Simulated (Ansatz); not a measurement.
# CHBrN radical: geometry and frequencies at several levels

An exercise on one series of results from a longer session: the logs are not shown, and one member is left open.

Computed with Ansatz 0.2.0 (the levels named in each step, unless a step's input says otherwise).

### Starting point

Bond lengths: C1–N2 1.137 Å, C1–H4 1.062 Å. Angles: N2–C1–H4 179.8°.

Structure file:

```xyz
4

C    -0.3973    1.7089   -1.9783
N    -0.5515    2.6148   -2.6476
Br    0.1596   -0.7261    0.7785
H    -0.2530    0.8649   -1.3508
```

Set-up of the first run:

Input file input.yaml:

```yaml
crystal:
  periodic: [false, false, false]
  atoms:
    - { symbol: C, position_ang: [-0.39729, 1.70892, -1.97834] }
    - { symbol: "N", position_ang: [-0.55155, 2.61476, -2.64756] }
    - { symbol: Br, position_ang: [0.15959, -0.72614, 0.77851] }
    - { symbol: H, position_ang: [-0.25296, 0.86492, -1.35077] }
magnetization:
  spin_polarized: true
  initial_magnetization: 1
basis:
  gaussian: { orbitals: def2-SVP }
hamiltonian:
  xc: pbe
  dispersion: d4
relax:
  f_tol: 0.03
  max_steps: 200
```

The run is started by

```console
> ansatz run input.yaml --threads 2 --pin off --max-ram 5120MiB --backend cpu --events-out ev --progress --plain --runs-dir out
```

Among the steps run: A rough first relaxation, PBE-D4/def2-SVP; Relaxation, PBE0-D4/def2-TZVPP; Frequencies, PBE0-D4/def2-TZVPP; Relaxation, PBE-D4/def2-TZVPP; Frequencies, PBE-D4/def2-TZVPP; Relaxation, r2SCAN-D4/def2-TZVPP; Frequencies, r2SCAN-D4/def2-TZVPP; Relaxation, B3LYP-D4/def2-TZVPP; Frequencies, B3LYP-D4/def2-TZVPP; Relaxation, B2PLYP/def2-TZVPP.

One of the session's tables, all rows but one given; the rest of the session is left out.

| level | C1–N2 (Å) | rotational constants (MHz) | dipole (D) | highest frequency (cm⁻¹) |
| --- | --- | --- | --- | --- |
| PBE0-D4/def2-TZVPP | 1.1459 | 1213.3 | 3.49 | 3412 |
| PBE-D4/def2-TZVPP | 1.1588 | 1227.7 | 3.43 | 3304 |
| r2SCAN-D4/def2-TZVPP | ? | ? | ? | ? |
| B3LYP-D4/def2-TZVPP | 1.1464 | 1201.6 | 3.47 | 3407 |
| B2PLYP/def2-TZVPP | 1.1540 | 1169.3 | 3.41 | - |

Estimate the missing values for r2SCAN-D4/def2-TZVPP.

**Answer.** C1–N2 (Å): 1.1496; rotational constants (MHz): 1183; dipole (D): 3.44; highest frequency (cm⁻¹): 3397. In the column «C1–N2 (Å)» it lies between B3LYP-D4/def2-TZVPP (1.1464) and B2PLYP/def2-TZVPP (1.1540).
